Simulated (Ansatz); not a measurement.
# NaP2: the cost of one run

Method: DFT PBE+D3(BJ), scalar-relativistic, plane waves, PAW, in Ansatz 0.2.0.

**1. The starting structure**

It takes space group P-1 (No. 2, triclinic). The conventional cell has a = 3.277 Å, b = 5.633 Å, c = 6.968 Å, α = 98.04°, β = 93.32°, γ = 104.47°. Na (site symmetry 1) has 9 P at 2.88 to 3.52 Å and 4 Na at 3.28 to 3.80 Å as nearest neighbours. P (site symmetry 1) has 4 P at 2.21 to 3.28 Å and 5 Na at 2.88 to 3.29 Å as nearest neighbours. Around P (site symmetry 1) lie 3 P at 2.21 to 2.24 Å and 1 Na at 2.91 Å.

Coordinates:

```cif
data_structure
_symmetry_space_group_name_H-M 'P 1'
_symmetry_Int_Tables_number 1
_cell_length_a 3.2766
_cell_length_b 5.6332
_cell_length_c 6.9684
_cell_angle_alpha 98.037
_cell_angle_beta 93.324
_cell_angle_gamma 104.473
_cell_volume 122.74
loop_
_atom_site_label
_atom_site_type_symbol
_atom_site_fract_x
_atom_site_fract_y
_atom_site_fract_z
_atom_site_occupancy
Na1 Na 0.12216 0.78912 0.17356 1
Na2 Na 0.87784 0.21088 0.82644 1
P1 P 0.61026 0.67660 0.78411 1
P2 P 0.90579 0.30218 0.42542 1
P3 P 0.38974 0.32340 0.21590 1
P4 P 0.09421 0.69782 0.57458 1
```

The start is the relaxed end of an invented cell (made as: close-packed anion layers stacked AB|C, with sites between them filled layer by layer (R-3m, No. 166)), taken up again for a closer look.

**2. The guess as it stands, on a coarse mesh**

Contents of input.yaml:

```yaml
crystal:
  lattice:
    - [3.2766357, 0.0, 0.0]
    - [-1.4078808, 5.4543836, 0.0]
    - [-0.4039986, -1.1104283, 6.8674647]
  atoms:
    - { symbol: Na, position: [0.122165, 0.789117, 0.17356] }
    - { symbol: Na, position: [0.877835, 0.210883, 0.82644] }
    - { symbol: P, position: [0.610257, 0.676597, 0.784105] }
    - { symbol: P, position: [0.905792, 0.302178, 0.425419] }
    - { symbol: P, position: [0.389743, 0.323403, 0.215895] }
    - { symbol: P, position: [0.094208, 0.697822, 0.574581] }
basis:
  ecutwfc: 420
kpoints:
  mp_grid: { grid: [6, 4, 4] }
hamiltonian:
  xc: pbe
  dispersion: d3bj
scf:
  occupations: { method: gaussian, width: 0.1 }
  lower_state_search: "off"
output:
  forces: true
  stress: true
  eigenvalues: true
```

Run with:

```sh
ansatz run input.yaml --threads 4 --pin off --max-ram 8192MiB --backend cpu --events-out ev --progress --plain --runs-dir out
```

What time and memory should one allow on 4 threads of Arm Neoverse V1, shared host?

About 3.1 s, with a peak of 0.46 GiB.
